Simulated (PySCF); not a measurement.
# C₅H₂ClFN₂: magnetic properties

Computed with PySCF 2.14.0 and routines of our own; the level stands in each step. Atoms count from 0.

## (1) The starting structure

11 atoms, charge 0, multiplicity 1; geometry from: GFN2-xTB.

## (2) Magnetic properties: GIAO BHandHLYP/pcSseg-1

The job: settings as JSON, then the geometry in Å.

```
{"job": {"kind": "mag", "xc": "BHandHLYP", "basis": "pcSseg-1", "isotopologues": 0}, "charge": 0, "multiplicity": 1}
N      3.296243    -0.508980    -0.465728
C      2.166998    -0.657408    -0.352246
C      0.769478    -0.847333    -0.207978
F      0.353586    -2.119622    -0.230184
C     -0.108981     0.166271    -0.069500
C      0.369800     1.498413    -0.066231
N      0.719733     2.588199    -0.072744
C     -1.573825    -0.038699     0.130077
Cl    -1.969090     0.364257     1.842989
H     -1.859262    -1.076471    -0.037526
H     -2.159256     0.634045    -0.496893
```

Method: GIAO BHandHLYP/pcSseg-1 magnetisability, rotational g tensor and spin-rotation constants, non-relativistic, gas phase.

Started as:

```
$ OMP_NUM_THREADS=1 python excited_run.py task.json out
```

The driver reads the jobs from task.json and runs them one after another.

**Question.** How long does this first job take on 1 thread of Arm Neoverse V1, shared host, and how much memory does it need?

About 25 s, with a peak of 0.76 GiB.
